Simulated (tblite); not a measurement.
# C2H8Cl2GeSi: the cost of one run

Programs: tblite 0.8.0 and PySCF 2.14.0, with density-fitted response routines of our own. Each step states its level of theory. These are calculated values for one molecule in the gas phase, unless marked as measured. Atoms count from 0, in the outputs and in this text.

## Step 1: The molecule as given

14 atoms, charge 0, multiplicity 1; geometry from: force field or distance geometry start.

Bonds of the start (Å): C0–Ge1 1.94, Ge1–Si2 2.27, Si2–C3 1.85, C3–Cl4 1.80, C3–Cl5 1.78, C0–H6 1.11, C0–H7 1.10, C0–H8 1.11, Ge1–H9 1.55, Ge1–H10 1.56, Si2–H11 1.48, Si2–H12 1.47, C3–H13 1.11.

## Step 2: Optimising the geometry with GFN2-xTB

Job settings and geometry (Å):

```
{"job": {"kind": "relax", "xc": "GFN2-xTB", "basis": "xTB"}, "charge": 0, "multiplicity": 1}
C      2.172200     0.453600     0.347800
Ge     0.945000    -0.996000    -0.034700
Si    -1.065100    -0.347200    -0.857300
C     -2.117300     0.649900     0.291500
Cl    -2.079300     0.051000     1.983300
Cl    -1.786700     2.395800     0.194000
H      3.199100     0.036600     0.273600
H      2.070800     1.310600    -0.337200
H      2.053900     0.735700     1.417400
H      1.635700    -1.874300    -1.115600
H      0.840800    -1.914200     1.224000
H     -0.819900     0.461300    -2.072900
H     -1.874800    -1.491700    -1.299200
H     -3.175100     0.528300    -0.036800
```

Started as:

```console
$ OMP_NUM_THREADS=1 python probes_run.py task.json out
```

The driver reads the jobs from task.json and runs them one after another.

Q: Estimate the wall time and peak memory of this first job on 1 thread of Arm Neoverse N1, shared host.

About 1.7 s, with a peak of 0.18 GiB.
